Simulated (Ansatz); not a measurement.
**C₄H₆F₄: small, medium and large basis sets**

One table from this session's results is given with a row withheld; the runs are named, their logs left out.

The runs use Ansatz 0.2.0, Gaussian basis; one geometry, several basis sets.

Plan: PBE0-D4/def2-SVP; ωB97M-V/def2-SVP; PBE0-D4/def2-QZVPP; ωB97M-V/def2-QZVPP; the functionals' def2-TZVPP values are taken from earlier runs.

**Structure used throughout**

All runs share one geometry, relaxed beforehand with PBE0-D4 in a triple-zeta def2 set.

14 atoms, charge 0, spin multiplicity 1.

Atoms are counted from 1 here; the program's logs count them from 0.

Bond lengths: F1–C2 1.383 Å, C2–C3 1.517 Å, C2–H9 1.093 Å, C2–H10 1.091 Å, C3–C4 1.515 Å, C3–C6 1.513 Å, C3–H11 1.095 Å, C4–F5 1.383 Å, C4–H12 1.094 Å, C4–H13 1.091 Å, C6–F7 1.362 Å, C6–F8 1.358 Å, C6–H14 1.093 Å. Angles: F1–C2–C3 109.1°, F1–C2–H9 107.9°, F1–C2–H10 108.2°, C3–C2–H9 111.6°, C3–C2–H10 110.8°, H9–C2–H10 109.1°, C2–C3–C4 111.1°, C2–C3–C6 111.2°, C2–C3–H11 108.3°, C4–C3–C6 110.9°, C4–C3–H11 108.4°, C6–C3–H11 106.7°, C3–C4–F5 109.7°, C3–C4–H12 111.1°, C3–C4–H13 110.3°, F5–C4–H12 107.9°, F5–C4–H13 108.3°, H12–C4–H13 109.4° and more.

The first run:

File in.yaml:

```yaml
crystal:
  periodic: [false, false, false]
  atoms:
    - {symbol: F, position_ang: [0.662761, -1.856347, -1.407327]}
    - {symbol: C, position_ang: [-0.354883, -1.052576, -0.927599]}
    - {symbol: C, position_ang: [0.160721, -0.249174, 0.252010]}
    - {symbol: C, position_ang: [1.235178, 0.726570, -0.180979]}
    - {symbol: F, position_ang: [1.796702, 1.327342, 0.931387]}
    - {symbol: C, position_ang: [-0.966498, 0.468748, 0.961112]}
    - {symbol: F, position_ang: [-1.647201, 1.261518, 0.087011]}
    - {symbol: F, position_ang: [-1.855393, -0.428504, 1.460154]}
    - {symbol: H, position_ang: [-0.683500, -0.403443, -1.743598]}
    - {symbol: H, position_ang: [-1.183895, -1.695268, -0.626004]}
    - {symbol: H, position_ang: [0.596724, -0.944563, 0.976968]}
    - {symbol: H, position_ang: [0.818568, 1.514896, -0.815172]}
    - {symbol: H, position_ang: [2.025455, 0.204031, -0.722996]}
    - {symbol: H, position_ang: [-0.617638, 1.097671, 1.783734]}
basis:
  gaussian: {orbitals: def2-SVP}
hamiltonian: {xc: pbe0, dispersion: d4}
output: {orbitals: {seedname: orbitals}}
```

Started as:

```console
ansatz run in.yaml --threads 2 --pin off --events-out ev --progress --plain --max-ram 32768MiB --backend cpu
```

Steps of the session up to this table: PBE0-D4 in def2-SVP; ωB97M-V in def2-SVP; PBE0-D4 in def2-QZVPP; ωB97M-V in def2-QZVPP.

One of the session's tables, all rows but one given; the rest of the session is left out.

It belongs to the step «Density functionals: the series». 

| functional | basis | HOMO (eV) | LUMO (eV) |
| --- | --- | --- | --- |
| PBE0-D4 | def2-SVP | -9.44 | 1.89 |
| PBE0-D4 | def2-TZVPP | -9.58 | 1.26 |
| PBE0-D4 | def2-QZVPP | -9.62 | 0.81 |
| ωB97M-V | def2-SVP | -11.82 | 3.79 |
| ωB97M-V | def2-TZVPP | -11.97 | 2.89 |
| ωB97M-V | def2-QZVPP | ? | ? |

Q: Estimate the row for ωB97M-V, def2-QZVPP from the others.

As computed: HOMO (eV): -12.02; LUMO (eV): 2.00. In the column «HOMO (eV)» it is the lowest.
